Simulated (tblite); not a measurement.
# C2H3FLiN: the cost of one run

Programs: tblite 0.8.0 and PySCF 2.14.0. All values are calculated, for the isolated system unless a continuum is named. Atoms count from 0, parts from 1.

### Step 1. Starting point

8 atoms, charge 0, multiplicity 1; geometry: rigid parts in contact. Parts: 1 = atoms 0–1, `[Li][F]`, charge 0; 2 = atoms 2–7, `[C-]#[N+]C`, charge 0.

### Step 2. Docking the parts with GFN2-xTB

Job settings and geometry (Å):

```
{"job": {"kind": "dock", "xc": "GFN2-xTB", "basis": "xTB"}, "charge": 0, "multiplicity": 1, "parts": [{"atoms": "0-1", "charge": 0, "multiplicity": 1}, {"atoms": "2-7", "charge": 0, "multiplicity": 1}]}
Li    -0.638570     0.040254    -0.410676
F      0.638570    -0.040254     0.410676
C     -4.739135     2.312341    -1.296219
N     -3.818375     1.293275    -1.044257
C     -3.052627     0.445388    -0.834811
H     -5.631081     2.154576    -0.687475
H     -4.292194     3.275721    -1.044922
H     -5.012367     2.301947    -2.352749
```

Method: GFN2-xTB search for minima from random contacts, gas phase.

Command:

```bash
$ OMP_NUM_THREADS=1 python cluster_run.py task.json out
```

One launch serves the whole session: the jobs run in the order shown.

**Question.** How long does this first job take on 1 thread of Arm Neoverse V1, shared host?

About 5.6 s.
